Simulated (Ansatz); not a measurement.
VCrC2:

```
Cr V C
1.0
     1.46063    0.84330    4.73939
    -1.46063    0.84330    4.73939
     0.00000   -1.68659    4.73939
Cr V C
1 1 2
Direct
  0.50000 0.50000 0.50000
  0.00000 0.00000 0.00000
  0.24876 0.24876 0.24876
  0.75124 0.75124 0.75124
```

The cell comes from a database or a generator and needn't be the stable form of this composition.

Base run:

| Item | Value |
| --- | --- |
| Program | Ansatz 0.2.0 |
| Functional | PBE |
| Potentials or basis | Ansatz PAW |
| Cutoff | 420 eV (not typed: the program's choice for these potentials) |
| k mesh | 11 × 11 × 11 |
| Occupations | fermi-dirac, width 0.05 eV |
| Spin | collinear spin, ferromagnetic start |
| Starting moments | [3.0, 2.0, 0.0, 0.0] μB |

Its results: band gap on the k mesh none (metal or under the smearing width); pressure 0.4 GPa; net moment 1.09 μB per cell; site moments Cr +1.05; V -0.00; C -0.05 μB; largest force 0.020 eV/Å.

Question: The run is repeated on the same cell with these changes: functional from PBE to r2SCAN; cutoff from 420 eV (not typed: the program's choice for these potentials) to 500 eV (not typed: the program's choice for these potentials). What comes out?

Answer: Band gap on the k mesh none (metal or under the smearing width); pressure 4.3 GPa; net moment 1.67 μB per cell; site moments Cr +1.79; V -0.13; C -0.09 μB; largest force 0.337 eV/Å.

Caveats: the magnetic or orbital state may not be the lowest (some runs); the PAW data sets come from PBE, with cores solved anew for the run's functional, which leaves a small shift of forces and pressure (some runs); the starting moments weren't kept (some runs).
